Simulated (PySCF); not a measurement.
**HfNOH: structure of the singlet**

Aim: relax HfNOH as a singlet from a PBE0 minimum start, check by its vibrations whether the end is a minimum, and collect its spectrum and constants.

The runs use PySCF 2.14.0; PBE0, basis Hf def2-TZVP with ECP60, N def2-TZVP, O def2-TZVP, H def2-TZVP, scalar-relativistic core potentials, no spin–orbit coupling, density fitting.

### 1 The starting structure

4 atoms, charge 0, spin multiplicity 1.

Bond lengths: Hf1–N2 1.745 Å, Hf1–O3 1.963 Å, Hf1–H4 2.583 Å, O3–H4 0.959 Å. Angles: N2–Hf1–O3 105.0°, N2–Hf1–H4 86.3°, O3–Hf1–H4 18.7°, Hf1–O3–H4 120.3°, Hf1–H4–O3 41.0°.

```xyz
4
charge 0 multiplicity 1
Hf   -0.1627    0.0632    0.0000
N     0.0000   -1.6746    0.0000
O     1.6778    0.7462    0.0000
H     2.4192    0.1381    0.0000
```

### 2 Finding the electronic state

One driver script runs all steps and calls PySCF; scf.py shows how it sets up the SCF of each step. The optimiser is the driver's own. After this first run the driver tries any further starts and a stability analysis.

scf.py reads:

```python
from pyscf import gto, scf, dft
mol = gto.M(atom='''
Hf    -0.162680     0.063210    -0.000000
N      0.000000    -1.674580     0.000000
O      1.677810     0.746170     0.000000
H      2.419220     0.138140    -0.000000''',
    basis={'Hf': 'def2-TZVP', 'N': 'def2-TZVP', 'O': 'def2-TZVP', 'H': 'def2-TZVP'},
    ecp={'Hf': 'def2-TZVP'},
    charge=0, spin=0)
mf = dft.RKS(mol, xc='PBE0')
mf.grids.atom_grid = (50, 194)
aux = {'Hf': 'def2-universal-JKFIT', 'N': 'def2-universal-JKFIT', 'O': 'def2-universal-JKFIT', 'H': 'def2-universal-JKFIT'}
mf = mf.density_fit(auxbasis=aux)
mf.conv_tol = 1e-08
mf.diis_space = 10
mf.max_cycle = 60
mf.init_guess = 'minao'
mf.verbose = 4
mf.kernel()
```

On the command line:

```bash
$ OMP_NUM_THREADS=2 python axn.py task.json out
```

The runs that follow: PBE0 minimum start, singlet: relaxation; Hessian and properties.

**Question.** What will these runs give? Wanted: minimum; geometry; wavenumbers; dipole moment; highest occupied, lowest empty level; polar-tensor charge of Hf1; zero-point energy; atomisation energy.

As calculated:

```
                                 quantity                                                                  value
                                  minimum                                                            singlet, Cs
                                 geometry  Hf–N 1.745 Å, Hf–O 1.963 Å, O–H 0.959 Å; H–O–Hf 120.3°, N–Hf–O 105.0°
                       wavenumbers (cm⁻¹)           245 (a'), 592 (a''), 613 (a'), 652 (a'), 942 (a'), 3914 (a')
                            dipole moment                                                                 5.75 D
     highest occupied, lowest empty level                                                        -5.60, -2.93 eV
               polar-tensor charge of Hf1                                                                +1.18 e
                        zero-point energy                                                            41.6 kJ/mol
                      entropy at 298.15 K                                                        288.9 J/(mol K)
atomisation energy (no zero-point energy)                                                            1388 kJ/mol
```

The molecule stays Cs, as typed, and the end point is a minimum. The strongest infrared band lies at 613 cm⁻¹ (a'). With 5.7 D the molecule is strongly polar. Only this shape and spin were tried, so other structures or states may lie lower. With an element this heavy the missing spin–orbit coupling can shift these numbers.
